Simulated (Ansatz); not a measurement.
# ClF2HSTi: small, medium and large basis sets

The task here is to estimate one member of a computed series from the others.

Program: Ansatz 0.2.0, Gaussian basis. Level of theory: one geometry, several basis sets. These are calculated values, not measurements.

The runs, in order: PBE0-D4/def2-SVP; ωB97M-V/def2-SVP; PBE0-D4/def2-QZVPP; ωB97M-V/def2-QZVPP; the functionals' def2-TZVPP values are taken from earlier runs.

## The geometry

All runs share one geometry, relaxed beforehand with PBE0-D4 in a triple-zeta def2 set.

SMILES `[F][Ti]([F])([SH])[Cl]`, 6 atoms, charge 0, spin multiplicity 1.

Atoms are counted from 1 here; the program's logs count them from 0.

Bond lengths: F1–Ti2 1.740 Å, Ti2–F3 1.735 Å, Ti2–S4 2.265 Å, Ti2–Cl5 2.182 Å, S4–H6 1.349 Å. Angles: F1–Ti2–F3 113.2°, F1–Ti2–S4 108.5°, F1–Ti2–Cl5 108.7°, F3–Ti2–S4 105.8°, F3–Ti2–Cl5 110.8°, S4–Ti2–Cl5 109.8°, Ti2–S4–H6 90.4°.

The first run:

File in.yaml:

```yaml
crystal:
  periodic: [false, false, false]
  atoms:
    - {symbol: F, position_ang: [-0.286573, -1.105637, 1.439371]}
    - {symbol: Ti, position_ang: [-0.510591, -0.088226, 0.045112]}
    - {symbol: F, position_ang: [-1.886287, 0.960837, 0.179101]}
    - {symbol: S, position_ang: [1.289025, 1.274199, -0.146934]}
    - {symbol: Cl, position_ang: [-0.672810, -1.354047, -1.724693]}
    - {symbol: H, position_ang: [2.109335, 0.248975, 0.161943]}
basis:
  gaussian: {orbitals: def2-SVP}
hamiltonian: {xc: pbe0, dispersion: d4}
output: {orbitals: {seedname: orbitals}}
```

Among the steps run: PBE0-D4 in def2-SVP; ωB97M-V in def2-SVP; PBE0-D4 in def2-QZVPP; ωB97M-V in def2-QZVPP.

One table of the session follows, with a row left open; its other results are not shown here.

It belongs to the step «Functionals by basis». 

| functional | basis | HOMO (eV) | LUMO (eV) |
| --- | --- | --- | --- |
| PBE0-D4 | def2-SVP | -8.35 | -3.35 |
| PBE0-D4 | def2-TZVPP | ? | ? |
| PBE0-D4 | def2-QZVPP | -8.42 | -3.28 |
| ωB97M-V | def2-SVP | -10.41 | -1.10 |
| ωB97M-V | def2-TZVPP | -10.52 | -1.09 |
| ωB97M-V | def2-QZVPP | -10.54 | -1.12 |

Q: Estimate the row for PBE0-D4, def2-TZVPP from the others.

The run gave: HOMO (eV): -8.41; LUMO (eV): -3.28. In the column «HOMO (eV)» it lies between PBE0-D4, def2-QZVPP (-8.42) and PBE0-D4, def2-SVP (-8.35).
